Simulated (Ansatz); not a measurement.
# SnPH₅ + H₂O: a complex and its separated parts

The complex below is one end of an elementary step. How strongly is it bound against its free parts?

Method: PBE0-D4/def2-TZVP structures, single points in def2-TZVPP, no counterpoise correction; program: Ansatz 0.2.0, Gaussian basis.

Levels: SPW92, PBE-D4, BLYP-D4, r2SCAN-D4, B97M-V, PBE0-D4, B3LYP-D4, r2SCAN0-D4, BHLYP-D4, CAM-B3LYP-D4, wB97X-V, wB97M-V, B2PLYP, PBE-QIDH, RPA on PBE, Hartree-Fock, MP2, CCSD, CCSD(T).

Cores are frozen in the correlated methods. Filled d shells of the heavier atoms are correlated. Core potentials replace the inner electrons past krypton, and spin-orbit coupling is left out. B3LYP uses VWN-RPA correlation. B2PLYP carries no dispersion term here.

89 further runs of the same task are left out: 1 that didn't finish, 88 set aside as unsound or not needed.

### Step 1. Where the work starts

The complex: 10 atoms, charge 0, spin multiplicity 1.

Atoms are counted from 1 here; the program's logs count them from 0.

Bond lengths: Sn1–H3 1.716 Å, Sn1–H4 1.707 Å, Sn1–H5 1.709 Å, Sn1–P7 2.503 Å, O2–H6 0.960 Å, O2–H8 0.960 Å, P7–H9 1.418 Å, P7–H10 1.422 Å. Angles: H3–Sn1–H4 108.1°, H3–Sn1–H5 107.1°, H3–Sn1–P7 108.9°, H4–Sn1–H5 109.5°, H4–Sn1–P7 113.0°, H5–Sn1–P7 110.1°, H6–O2–H8 105.5°, Sn1–P7–H9 93.1°, Sn1–P7–H10 93.7°, H9–P7–H10 93.5°.

Coordinates:

```mol
H7OPSn
  3D, bonds by distance, orders not assigned

 10  8  0  0  0  0  0  0  0  0999 V2000
   -0.7131    0.3875   -0.9644 Sn  0  0
    0.8303    0.6634    1.7763 O   0  0
   -1.5589    0.1925   -2.4453 H   0  0
    0.6348    1.3949   -1.2525 H   0  0
   -1.7792    1.1580    0.1264 H   0  0
    0.2400    0.5711    2.5282 H   0  0
   -0.0755   -1.8699   -0.0915 P   0  0
    1.1882    1.5523    1.8382 H   0  0
    1.3113   -1.5794   -0.1355 H   0  0
   -0.0781   -2.4705   -1.3800 H   0  0
  1  3  8  0
  1  4  8  0
  1  5  8  0
  1  7  8  0
  2  6  8  0
  2  8  8  0
  7  9  8  0
  7 10  8  0
M  END
```

Its parts: SnPH₅ holds atoms 1, 3, 4, 5, 7, 9, 10; H₂O holds atoms 2, 6, 8. Each part counts its atoms afresh in its own runs.

### Step 2. Relaxing SnPH₅ alone

Input file relax-a/in.yaml:

```yaml
crystal:
  periodic: [false, false, false]
  atoms:
    - {symbol: Sn, position_ang: [-0.713085, 0.387460, -0.964395]}
    - {symbol: H, position_ang: [-1.558889, 0.192523, -2.445252]}
    - {symbol: H, position_ang: [0.634819, 1.394949, -1.252479]}
    - {symbol: H, position_ang: [-1.779204, 1.157953, 0.126375]}
    - {symbol: P, position_ang: [-0.075521, -1.869901, -0.091490]}
    - {symbol: H, position_ang: [1.311326, -1.579351, -0.135512]}
    - {symbol: H, position_ang: [-0.078062, -2.470493, -1.379959]}
basis:
  gaussian: {orbitals: def2-TZVP}
hamiltonian: {xc: pbe0, dispersion: d4}
relax: {f_tol: 0.005, max_steps: 200}
```

Started as:

```console
$ ansatz run in.yaml --threads 4 --pin off --events-out ev --progress --plain --max-ram 9574MiB
```

Further steps of the session: Relaxing H₂O alone; SPW92/def2-TZVPP; PBE-D4/def2-TZVPP; BLYP-D4/def2-TZVPP; r2SCAN-D4/def2-TZVPP; B97M-V/def2-TZVPP; PBE0-D4/def2-TZVPP; B3LYP-D4/def2-TZVPP; r2SCAN0-D4/def2-TZVPP; BHLYP-D4/def2-TZVPP; CAM-B3LYP-D4/def2-TZVPP; wB97X-V/def2-TZVPP; wB97M-V/def2-TZVPP; B2PLYP/def2-TZVPP; PBE-QIDH/def2-TZVPP; RPA on PBE/def2-TZVPP; CCSD(T)/def2-TZVPP; Vibrations of SnPH₅; Vibrations of H₂O.

Q: Predict the outcome of this session. Wanted: complex less parts, CCSD(T)/def2-TZVPP; with zero-point energy; largest T1 diagnostic.

**Answer**, as computed:

| quantity | value |
| --- | --- |
| complex less parts, CCSD(T)/def2-TZVPP | -0.135 eV |
| with zero-point energy | -0.085 eV |
| largest T1 diagnostic | 0.013 |

**Reading.** At CCSD(T) the complex lies 0.135 eV below its parts. The functionals run from PBE-QIDH, off by +0.012 eV, to SPW92, off by -0.092 eV, against CCSD(T). By rung, the mean size of the error is: LDA 0.092, GGA 0.019, meta-GGA 0.034, hybrid 0.020, range-separated hybrid 0.030, double hybrid 0.024 eV. PBE-D4 gives a relative energy 0.023 eV too low, inside chemical accuracy (1 kcal/mol, 0.043 eV). No counterpoise was applied, and triple zeta lacks some correlation, so the CCSD(T) reference has a basis error of its own, and close matches with it are partly luck.
